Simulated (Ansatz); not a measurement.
# FH4Sn: the cost of one run

Program: Ansatz 0.2.0. Level of theory: UKS PBE0-D4/def2-SVP. These are calculated values, not measurements.

## Step 1: The system as given

Bond lengths: Sn1–H2 1.990 Å, Sn1–H3 1.740 Å, Sn1–H4 1.739 Å, Sn1–H5 1.739 Å. Angles: H2–Sn1–H3 109.4°, H2–Sn1–H4 109.5°, H2–Sn1–H5 109.5°, H3–Sn1–H4 109.5°, H3–Sn1–H5 109.5°, H4–Sn1–H5 109.5°.

Coordinates:

```xyz
6

Sn    0.0000    0.0000    0.0000
H     0.0000    0.0000    1.9900
H     1.6408    0.0000   -0.5794
H    -0.8195    1.4198   -0.5794
H    -0.8195   -1.4198   -0.5794
F     0.0000    0.0000    3.2100
```

## Step 2: A restrained relaxation towards end A

Springs on the bonds that form and break draw the guess towards this end; the thresholds are loose.

File input.yaml:

```yaml
crystal:
  periodic: [false, false, false]
  atoms:
    - { symbol: Sn, position_ang: [0.0, 0.0, 0.0] }
    - { symbol: H, position_ang: [0.0, 0.0, 1.99] }
    - { symbol: H, position_ang: [1.6408, 0.0, -0.5794] }
    - { symbol: H, position_ang: [-0.8195, 1.4198, -0.5794] }
    - { symbol: H, position_ang: [-0.8195, -1.4198, -0.5794] }
    - { symbol: F, position_ang: [0.0, 0.0, 3.21] }
magnetization:
  spin_polarized: true
  initial_magnetization: 1
basis:
  gaussian: { orbitals: def2-SVP }
hamiltonian:
  xc: pbe0
  dispersion: d4
relax:
  f_tol: 0.15
  max_steps: 25
  restrain:
    - { distance: [1, 5], at: 2.12, k: 30.0 }
    - { distance: [0, 1], at: 1.74, k: 30.0 }
```

Run with:

```bash
$ ansatz run input.yaml --threads 2 --pin off --max-ram 3072MiB --backend cpu --events-out ev --progress --plain --runs-dir out
```

Q: Estimate wall time and peak memory on 2 threads of Arm Neoverse N1, shared host.

About 20 s, with a peak of 0.16 GiB.
